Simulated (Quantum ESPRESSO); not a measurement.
Ge:

```xyz
2
Lattice="0.0000 2.8287 2.8287 2.8287 0.0000 2.8287 2.8287 2.8287 0.0000" Properties=species:S:1:pos:R:3 pbc="T T T"
Ge    0.0000    0.0000    0.0000
Ge    1.4144    1.4144    1.4144
```

Program: Quantum ESPRESSO 7.5. Alike in all runs: task band structure; no spin polarisation; cell as given; smearing fermi-dirac 0.05 eV.

Task: Order these runs on this cell by their pressure, lowest first.
A. level PBEsol; potentials or basis GBRV 1.5 PBEsol; k mesh 10 × 10 × 10; cutoff (eV) 612; SCF threshold 4e-10 Ry
B. level PBE; potentials or basis SSSP 1.3 efficiency PBE; k mesh 10 × 10 × 10; cutoff (eV) 748; SCF threshold 4e-10 Ry
C. level r2SCAN; potentials or basis SG15 PBE 1.2; k mesh 8 × 8 × 8; cutoff (eV) 952; symmetry off; SCF threshold 1e-08 Ry

Result: C (-1.5 GPa), A (0.4 GPa), B (3.6 GPa).

Caveats: the potentials were made for another functional, which shifts forces and pressure (some runs).

Not every run made on this cell is shown here.
